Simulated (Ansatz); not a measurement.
Born–Oppenheimer molecular dynamics of a periodic cell of 16 atoms, Li (start crystal Li, start structure bcc, volume 1.1 times the crystal's). It goes on from the last frame of an earlier run, with new velocities.

Theory: DFT r2SCAN, scalar-relativistic, plane waves, PAW in Ansatz. Settings: accuracy low, cutoff 500 eV, k mesh 2x2x2, fermi-dirac smearing 0.1 eV, no spin polarisation.

```
ensemble             : NVT, Langevin thermostat
time step            : 1 fs
steps asked          : 69
set temperature      : 720 K
friction             : 0.02 /fs
temperature schedule : 52 steps to 300 K, then 17 steps to 300 K
seed                 : 455950
```

Frames 5 fs apart, positions in Å.

Velocities at 0.0 fs (Å/ps):

```
Li 4.66 -5.02 -0.33
Li 9.78 -1.54 -10.83
Li -1.04 -4.32 4.02
Li -12.89 9.16 5.05
Li 17.93 2.31 -10.50
Li -0.40 7.69 -4.66
Li 6.88 7.93 -1.52
Li -3.73 -7.63 -12.00
Li 0.77 2.79 12.77
Li -2.86 5.41 -0.30
Li -29.05 -13.87 6.92
Li 9.17 7.02 9.48
Li 6.39 -1.35 1.92
Li 6.92 -8.70 7.84
Li -3.51 -13.81 -14.02
Li -9.02 13.93 6.18
```

```xyz
16
Lattice="7.2053 0.0000 0.0000 0.0000 7.2053 0.0000 0.0000 0.0000 7.2053" Properties=species:S:1:pos:R:3 time_fs=0.0 energy_less_start_eV=0.000 T=675
Li 0.160 -0.159 -0.055
Li 3.826 -0.180 -0.246
Li -0.113 3.883 -0.156
Li -0.529 0.293 3.674
Li 1.578 1.943 2.124
Li 3.662 3.802 -0.366
Li 3.546 -0.163 3.840
Li 5.409 2.034 1.789
Li -0.185 3.646 3.993
Li 2.139 5.428 2.231
Li 1.605 1.765 5.338
Li 3.932 3.541 3.498
Li 5.843 5.409 1.674
Li 5.521 1.899 5.647
Li 1.588 5.246 5.355
Li 5.541 5.274 5.003
16
Lattice="7.2053 0.0000 0.0000 0.0000 7.2053 0.0000 0.0000 0.0000 7.2053" Properties=species:S:1:pos:R:3 time_fs=5.0 energy_less_start_eV=0.023 T=712
Li 0.176 -0.177 -0.068
Li 3.862 -0.194 -0.295
Li -0.135 3.862 -0.154
Li -0.573 0.334 3.686
Li 1.653 1.948 2.058
Li 3.668 3.857 -0.375
Li 3.595 -0.106 3.818
Li 5.387 1.966 1.741
Li -0.188 3.681 4.047
Li 2.121 5.446 2.238
Li 1.468 1.729 5.376
Li 3.958 3.574 3.541
Li 5.872 5.413 1.686
Li 5.556 1.848 5.679
Li 1.570 5.193 5.282
Li 5.510 5.347 5.055
16
Lattice="7.2053 0.0000 0.0000 0.0000 7.2053 0.0000 0.0000 0.0000 7.2053" Properties=species:S:1:pos:R:3 time_fs=10.0 energy_less_start_eV=0.043 T=669
Li 0.169 -0.210 -0.081
Li 3.874 -0.207 -0.334
Li -0.139 3.825 -0.167
Li -0.606 0.363 3.710
Li 1.719 1.965 1.963
Li 3.664 3.922 -0.385
Li 3.641 -0.041 3.775
Li 5.390 1.882 1.695
Li -0.194 3.699 4.065
Li 2.099 5.442 2.259
Li 1.343 1.723 5.399
Li 3.988 3.578 3.619
Li 5.870 5.425 1.730
Li 5.553 1.784 5.698
Li 1.555 5.174 5.200
Li 5.463 5.444 5.121
16
Lattice="7.2053 0.0000 0.0000 0.0000 7.2053 0.0000 0.0000 0.0000 7.2053" Properties=species:S:1:pos:R:3 time_fs=15.0 energy_less_start_eV=0.086 T=675
Li 0.128 -0.232 -0.104
Li 3.879 -0.229 -0.368
Li -0.094 3.790 -0.175
Li -0.638 0.381 3.727
Li 1.783 1.999 1.887
Li 3.661 3.973 -0.406
Li 3.671 0.024 3.722
Li 5.375 1.817 1.645
Li -0.202 3.716 4.030
Li 2.076 5.439 2.281
Li 1.263 1.707 5.395
Li 4.013 3.579 3.691
Li 5.838 5.424 1.804
Li 5.517 1.703 5.720
Li 1.553 5.174 5.124
Li 5.397 5.538 5.191
16
Lattice="7.2053 0.0000 0.0000 0.0000 7.2053 0.0000 0.0000 0.0000 7.2053" Properties=species:S:1:pos:R:3 time_fs=20.0 energy_less_start_eV=0.179 T=604
Li 0.072 -0.251 -0.118
Li 3.882 -0.243 -0.394
Li -0.054 3.744 -0.177
Li -0.673 0.404 3.750
Li 1.847 2.031 1.826
Li 3.651 3.998 -0.428
Li 3.670 0.100 3.659
Li 5.372 1.718 1.589
Li -0.212 3.727 3.980
Li 2.037 5.448 2.292
Li 1.219 1.680 5.387
Li 4.003 3.588 3.753
Li 5.797 5.416 1.880
Li 5.479 1.622 5.748
Li 1.549 5.218 5.058
Li 5.350 5.620 5.258
16
Lattice="7.2053 0.0000 0.0000 0.0000 7.2053 0.0000 0.0000 0.0000 7.2053" Properties=species:S:1:pos:R:3 time_fs=25.0 energy_less_start_eV=0.265 T=595
Li -0.002 -0.275 -0.117
Li 3.881 -0.246 -0.401
Li -0.025 3.705 -0.185
Li -0.681 0.414 3.759
Li 1.887 2.097 1.773
Li 3.606 3.982 -0.407
Li 3.664 0.180 3.610
Li 5.378 1.625 1.556
Li -0.222 3.721 3.923
Li 1.989 5.456 2.292
Li 1.199 1.657 5.376
Li 4.004 3.584 3.828
Li 5.772 5.418 1.954
Li 5.442 1.551 5.763
Li 1.533 5.291 5.001
Li 5.340 5.691 5.335
16
Lattice="7.2053 0.0000 0.0000 0.0000 7.2053 0.0000 0.0000 0.0000 7.2053" Properties=species:S:1:pos:R:3 time_fs=30.0 energy_less_start_eV=0.286 T=515
Li -0.077 -0.291 -0.101
Li 3.849 -0.249 -0.387
Li 0.000 3.678 -0.183
Li -0.663 0.430 3.776
Li 1.909 2.145 1.705
Li 3.572 3.961 -0.375
Li 3.671 0.247 3.553
Li 5.395 1.542 1.511
Li -0.218 3.718 3.866
Li 1.939 5.460 2.279
Li 1.208 1.642 5.369
Li 3.989 3.579 3.881
Li 5.723 5.417 2.028
Li 5.378 1.516 5.775
Li 1.529 5.372 4.977
Li 5.373 5.746 5.396
16
Lattice="7.2053 0.0000 0.0000 0.0000 7.2053 0.0000 0.0000 0.0000 7.2053" Properties=species:S:1:pos:R:3 time_fs=35.0 energy_less_start_eV=0.216 T=502
Li -0.124 -0.302 -0.086
Li 3.788 -0.257 -0.350
Li 0.016 3.680 -0.188
Li -0.612 0.444 3.763
Li 1.922 2.173 1.635
Li 3.540 3.925 -0.331
Li 3.684 0.320 3.529
Li 5.419 1.451 1.467
Li -0.217 3.711 3.830
Li 1.885 5.472 2.256
Li 1.235 1.638 5.351
Li 3.977 3.572 3.930
Li 5.653 5.396 2.088
Li 5.323 1.545 5.784
Li 1.532 5.452 4.976
Li 5.417 5.791 5.452
16
Lattice="7.2053 0.0000 0.0000 0.0000 7.2053 0.0000 0.0000 0.0000 7.2053" Properties=species:S:1:pos:R:3 time_fs=40.0 energy_less_start_eV=0.109 T=623
Li -0.142 -0.308 -0.085
Li 3.701 -0.271 -0.291
Li 0.048 3.708 -0.185
Li -0.555 0.461 3.735
Li 1.925 2.201 1.567
Li 3.499 3.893 -0.286
Li 3.688 0.401 3.511
Li 5.450 1.384 1.453
Li -0.253 3.696 3.796
Li 1.826 5.494 2.222
Li 1.278 1.643 5.338
Li 3.948 3.592 3.953
Li 5.544 5.356 2.139
Li 5.275 1.597 5.788
Li 1.543 5.532 4.989
Li 5.466 5.824 5.479
16
Lattice="7.2053 0.0000 0.0000 0.0000 7.2053 0.0000 0.0000 0.0000 7.2053" Properties=species:S:1:pos:R:3 time_fs=45.0 energy_less_start_eV=0.022 T=696
Li -0.136 -0.322 -0.077
Li 3.617 -0.278 -0.218
Li 0.083 3.748 -0.170
Li -0.493 0.484 3.685
Li 1.926 2.237 1.518
Li 3.455 3.857 -0.221
Li 3.707 0.488 3.496
Li 5.476 1.341 1.448
Li -0.298 3.659 3.790
Li 1.765 5.534 2.159
Li 1.335 1.655 5.349
Li 3.927 3.592 3.976
Li 5.422 5.313 2.171
Li 5.226 1.660 5.762
Li 1.546 5.610 5.016
Li 5.493 5.833 5.496
16
Lattice="7.2053 0.0000 0.0000 0.0000 7.2053 0.0000 0.0000 0.0000 7.2053" Properties=species:S:1:pos:R:3 time_fs=50.0 energy_less_start_eV=0.005 T=596
Li -0.116 -0.346 -0.060
Li 3.541 -0.291 -0.144
Li 0.113 3.784 -0.162
Li -0.440 0.517 3.628
Li 1.912 2.259 1.485
Li 3.412 3.831 -0.145
Li 3.724 0.578 3.478
Li 5.503 1.307 1.425
Li -0.321 3.623 3.796
Li 1.742 5.553 2.075
Li 1.392 1.665 5.375
Li 3.881 3.595 3.983
Li 5.322 5.293 2.190
Li 5.180 1.740 5.735
Li 1.547 5.676 5.050
Li 5.511 5.829 5.507
16
Lattice="7.2053 0.0000 0.0000 0.0000 7.2053 0.0000 0.0000 0.0000 7.2053" Properties=species:S:1:pos:R:3 time_fs=55.0 energy_less_start_eV=0.045 T=514
Li -0.092 -0.365 -0.048
Li 3.477 -0.294 -0.068
Li 0.141 3.808 -0.182
Li -0.398 0.542 3.583
Li 1.886 2.260 1.460
Li 3.389 3.815 -0.083
Li 3.733 0.675 3.465
Li 5.520 1.286 1.386
Li -0.323 3.580 3.817
Li 1.720 5.551 1.988
Li 1.447 1.681 5.402
Li 3.846 3.605 3.970
Li 5.240 5.274 2.201
Li 5.142 1.827 5.697
Li 1.550 5.741 5.084
Li 5.514 5.813 5.511
```

Of the whole run (69 fs, mean temperature of the second half 524 K): The schedule's set-point averaged 335 K over the second half and the system 524 K, so it lags behind the ramp. A run of 0.069 ps of so small a system gives no equilibrium averages. Limits of this set-up: coarse k mesh, low accuracy level.

Run time: 18 min on 1 thread of Intel(R) Xeon(R) Platinum 8259CL CPU @ 2.50GHz (Skylake/Cascade Lake), on a shared host, peak memory 0.82 GiB.
